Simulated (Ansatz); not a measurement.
# Cl₃H₂HfN: inputs that go wrong

4 inputs were typed for Cl₃H₂HfN. Each is run as it stands; the log then has to tell whether the result can be used.

Program: Ansatz 0.2.0, Gaussian basis. Level of theory: the settings change from run to run. These are calculated values, not measurements.

1 further run of the same task is left out (for a known fault of the program).

### Step 1. The geometry

The structure was relaxed beforehand with PBE0-D4 in a triple-zeta def2 set. Hf takes a core potential in def2 sets; no spin-orbit term is included.

SMILES `[NH2][Hf]([Cl])([Cl])[Cl]`, 7 atoms, charge 0, spin multiplicity 1.

Atoms are counted from 1 here; the program's logs count them from 0.

Bond lengths: N1–Hf2 1.995 Å, N1–H6 1.011 Å, N1–H7 1.011 Å, Hf2–Cl3 2.335 Å, Hf2–Cl4 2.338 Å, Hf2–Cl5 2.343 Å. Angles: Hf2–N1–H6 125.7°, Hf2–N1–H7 125.1°, H6–N1–H7 109.2°, N1–Hf2–Cl3 106.7°, N1–Hf2–Cl4 107.4°, N1–Hf2–Cl5 109.0°, Cl3–Hf2–Cl4 114.1°, Cl3–Hf2–Cl5 110.4°, Cl4–Hf2–Cl5 109.0°.

### Step 2. Try 1

Input file in.yaml:

```yaml
crystal:
  periodic: [false, false, false]
  atoms:
    - {symbol: N, position_ang: [-0.566240, 0.727375, 0.884454]}
    - {symbol: Hf, position_ang: [0.313829, -0.425308, -0.485406]}
    - {symbol: Cl, position_ang: [1.913168, -1.702181, 0.639750]}
    - {symbol: Cl, position_ang: [-1.361746, -1.685965, -1.518695]}
    - {symbol: Cl, position_ang: [1.338332, 0.940626, -2.089584]}
    - {symbol: H, position_ang: [-1.465254, 1.179498, 0.784763]}
    - {symbol: H, position_ang: [-0.172089, 0.965955, 1.784707]}
basis:
  gaussian: {orbitals: def2-SVPD, fitting: {mean_field: cc-pVTZ-jkfit}}
hamiltonian: {xc: {name: RPBE}, dispersion: d4, pseudopotentials: {relativity: none}}
output: {forces: true}
```

The run is started by

```console
$ ansatz run in.yaml --threads 4 --pin off --events-out ev --progress --plain --max-ram 10444MiB
```

Standard output:

```text
Functional definition: RPBE
  name "RPBE"
  cite "Hammer, Hansen & Nørskov, Phys. Rev. B 59, 7413 (1999) doi:10.1103/PhysRevB.59.7413"
  cite "Perdew, Burke & Ernzerhof, Phys. Rev. Lett. 77, 3865 (1996) doi:10.1103/PhysRevLett.77.3865"
  parameter kappa = 0.804
  parameter beta = 0.06672455060314922
  exchange = rpbe_x(kappa = kappa, mu = beta*pi^2/3)
  correlation = pbe_c(beta = beta)
Error: <dir> the basis set cc-pVTZ-JKFIT has no functions for Hf
```

It took 0.05 s on 4 threads of Arm Neoverse V1, shared host.

Diagnosis: Refused before any calculation. The fitting set named has no entry for an element of this molecule. Cure: leave the fitting key out, or name a set that covers all elements and suits the basis.

### Step 3. Try 2

Input file in.yaml:

```yaml
crystal:
  periodic: [false, false, false]
  atoms:
    - {symbol: N, position_ang: [-0.566240, 0.727375, 0.884454]}
    - {symbol: Hf, position_ang: [0.313829, -0.425308, -0.485406]}
    - {symbol: Cl, position_ang: [1.913168, -1.702181, 0.639750]}
    - {symbol: Cl, position_ang: [-1.361746, -1.685965, -1.518695]}
    - {symbol: Cl, position_ang: [1.338332, 0.940626, -2.089584]}
    - {symbol: H, position_ang: [-1.465254, 1.179498, 0.784763]}
    - {symbol: H, position_ang: [-0.172089, 0.965955, 1.784707]}
basis:
  gaussian: {orbitals: def2-SVP}
total_charge: 4
hamiltonian: {xc: {name: revPBE0}, dispersion: d3bjatm}
scf: {lower_state_search: full}
output: {forces: true}
```

The command is unchanged.

Standard output, shortened:

```text
Functional definition: revPBE0
  name "revPBE0"
  cite "Zhang & Yang, Phys. Rev. Lett. 80, 890 (1998) doi:10.1103/PhysRevLett.80.890"
  cite "Adamo & Barone, J. Chem. Phys. 110, 6158 (1999) doi:10.1063/1.478522"
  cite "Perdew, Burke & Ernzerhof, Phys. Rev. Lett. 77, 3865 (1996) doi:10.1103/PhysRevLett.77.3865"
[...]
1045 factors; integrals over basis functions are off by at most 1.1e-3 eV
[...]
mean field -40308.66696619 eV, -1481.3161888117 hartree, gradient 4.6e-6 eV, S^2 0.000000; 11 other end points of the search recorded, 0 dependent functions left out
[...]
reference -40308.66701989 eV, -1481.3161907850 hartree; 34, 34 occupied and 76, 76 virtual orbitals, 1045 factors
Total energy: -40309.07379367 eV, -1481.3311394460 hartree
Atom 0 at    -0.566240     0.727375     0.884454 Å, force    -0.642013     1.117381     0.819173 eV/Å
Atom 1 at     0.313829    -0.425308    -0.485406 Å, force     1.408532    -1.831479    -2.396519 eV/Å
Atom 2 at     1.913168    -1.702181     0.639750 Å, force     1.552223    -1.363537     0.949556 eV/Å
Atom 3 at    -1.361746    -1.685965    -1.518695 Å, force    -1.366374    -1.151036    -0.854092 eV/Å
Atom 4 at     1.338332     0.940626    -2.089584 Å, force     0.672871     1.105955    -1.043567 eV/Å
Atom 5 at    -1.465254     1.179498     0.784763 Å, force    -2.213657     1.299412     0.161614 eV/Å
Atom 6 at    -0.172089     0.965955     1.784707 Å, force     0.588417     0.823304     2.363835 eV/Å
Dipole moment:    -0.504241     0.696002     0.790599 e Å
```

Run time: 12 s. Hardware: 4 threads of Arm Neoverse V1, shared host.

**Diagnosis.** It ended without an error, which proves nothing about the input. The charge is far from anything that the molecule holds. It asks for charge +4; the species has 0. Its energy belongs to another ion. Cure: type the charge that the molecule really has.

### Step 4. Try 3

Input file in.yaml:

```yaml
crystal:
  periodic: [false, false, false]
  atoms:
    - {symbol: N, position_ang: [-0.707713, 0.678711, 0.956348]}
    - {symbol: Hf, position_ang: [0.283386, -0.252625, -0.502231]}
    - {symbol: Cl, position_ang: [1.765954, -1.828179, 0.605956]}
    - {symbol: Cl, position_ang: [-1.390855, -1.697124, -1.481001]}
    - {symbol: Cl, position_ang: [1.355964, 0.826975, -2.060443]}
    - {symbol: H, position_ang: [-1.407077, 1.195721, 0.835179]}
    - {symbol: H, position_ang: [-0.198837, 1.069211, 1.858202]}
basis:
  gaussian: {orbitals: def2-mTZVPP, final_grid: {core_spheres: 1, valence_spheres: 1, degree: 1}}
total_charge: 1
magnetization: {spin_polarized: true, initial_magnetization: 1}
hamiltonian: {xc: {name: wB97M-V}}
accuracy: high
scf: {lower_state_search: off}
output: {forces: true}
```

The command is unchanged.

Standard output:

```text
Functional definition: wB97M-V
  name "wB97M-V"
  cite "Mardirossian & Head-Gordon, J. Chem. Phys. 144, 214110 (2016) doi:10.1063/1.4952647"
  cite "Becke, J. Chem. Phys. 107, 8554 (1997) doi:10.1063/1.475007"
  cite "Vydrov & Van Voorhis, J. Chem. Phys. 133, 244103 (2010) doi:10.1063/1.3521275"
  # Of w^i u^j: cxij and so on, Table III.
  parameter omega = 0.3/bohr
  parameter cx = 0.15
  parameter cx01 = 1.007
  parameter cx10 = 0.259
  parameter css00 = 0.443
  parameter css04 = -1.437
  parameter css10 = -4.535
  parameter css20 = -3.390
  parameter css43 = 4.278
  parameter cos00 = 1.000
  parameter cos10 = 1.358
  parameter cos20 = 2.924
  parameter cos21 = -8.812
  parameter cos60 = -1.390
  parameter cos61 = 9.142
  parameter b = 6.0
  parameter c = 0.01
  gx(w, u) = 1 - cx + cx01*u + cx10*w
  gss(w, u) = css00 + css04*u^4 + css10*w + css20*w^2 + css43*w^4*u^3
  gos(w, u) = cos00 + cos10*w + (cos20 + cos21*u)*w^2 + (cos60 + cos61*u)*w^6
  exchange = spin_sum(e_x_unif_sr(omega)*gx(b97_w, b97_u_x)) + cx*exact_x_sr(omega) + exact_x_lr(omega)
  correlation = spin_sum(e_c_pw_mod_same_spin*gss(b97_w, b97_u_same))
      + integral(e_c_pw_mod_opposite_spin*gos(b97_w_opposite, b97_u_opposite)) + vv10(b, c)
these checks for a lower state are left out or cut short: stability, starts, cluster_reference, orbital_swaps, neighbouring_geometries, increment
2868 factors; integrals over basis functions are off by at most 6.9e-8 eV
526 factors; integrals over basis functions are off by at most 8.1e-9 eV
mean field evaluation 1: about -40380.0040 eV, gradient 4.8e1 eV
mean field evaluation 2: about -40365.8705 eV, gradient 7.0e1 eV
mean field evaluation 4: about -40389.0478 eV, gradient 4.8e0 eV
mean field evaluation 8: about -40391.5922 eV, gradient 1.2e2 eV
mean field evaluation 16: about -40437.0207 eV, gradient 3.2e0 eV
Error: SIGTERM received: run cancelled behind 27 evaluations of the mean field
```

Wall time 91 s (4 threads of Arm Neoverse V1, shared host).

**Diagnosis.** The clock ran out, after 27 evaluations of the mean field. It gives no final result. The suspect setting: basis.gaussian.final_grid.core_spheres is 1; basis.gaussian.final_grid.valence_spheres is 1; basis.gaussian.final_grid.degree is 1. The quadrature can't resolve the density. What to do: use a finer grid. The input also asks for charge 1 and multiplicity 2, not those of the species named; set them back first. Its coordinates are also moved off the relaxed structure.

### Step 5. Try 4

Input file in.yaml:

```yaml
crystal:
  periodic: [false, false, false]
  atoms:
    - {symbol: N, position_ang: [-0.566240, 0.727375, 0.884454]}
    - {symbol: Hf, position_ang: [0.313829, -0.425308, -0.485406]}
    - {symbol: Cl, position_ang: [1.913168, -1.702181, 0.639750]}
    - {symbol: Cl, position_ang: [-1.361746, -1.685965, -1.518695]}
    - {symbol: Cl, position_ang: [1.338332, 0.940626, -2.089584]}
    - {symbol: H, position_ang: [-1.465254, 1.179498, 0.784763]}
    - {symbol: H, position_ang: [-0.172089, 0.965955, 1.784707]}
basis:
  gaussian: {orbitals: def2-TZVPD, point_charges: [{charge: 2.00, position_ang: [4.999, 0.529, -0.970]}]}
hamiltonian: {xc: {name: PBE0}, dispersion: rvv10}
scf: {lower_state_search: light}
```

Same command.

Standard output:

```text
Error: inconsistent input (hamiltonian.dispersion, hamiltonian.xc): `dispersion: rvv10` has no transferable b for PBE exchange — Sabatini et al. (2013) fitted b=6.3 to rPW86, and the PBE refits of Peng & Perdew (2017) are task-dependent (b=6.6 S22 / b=10.0 layered). Use `xc: {exchange: rpw86, correlation: pbe}` for the original rVV10 or `xc: r2scan` for the r²SCAN+rVV10 pairing
```

It took 0.05 s on 4 threads of Arm Neoverse V1, shared host.

Diagnosis: The program refused the input. The dispersion term doesn't go with the functional. To mend it, leave the dispersion key out, or pick one that has parameters for this functional, and remove the point charge.

### Step 6. How the tries ended

| try | level | ended | cause | time |
| --- | --- | --- | --- | --- |
| 1 | RPBE/def2-SVPD | refused | the fitting set named has no entry for an element of this molecule | 0.05 s |
| 2 | revPBE0/def2-SVP | converged | the charge is far from anything that the molecule holds | 12 s |
| 3 | wB97M-V/def2-mTZVPP | timeout | the time limit | 91 s |
| 4 | PBE0/def2-TZVPD | refused | the dispersion term doesn't go with the functional | 0.05 s |

2 refused, 1 converged, 1 timeout. A refusal costs next to no computing time. The dangerous case is the input that converges on a wrong geometry, charge, spin, basis or grid: often only a look at the input shows it.
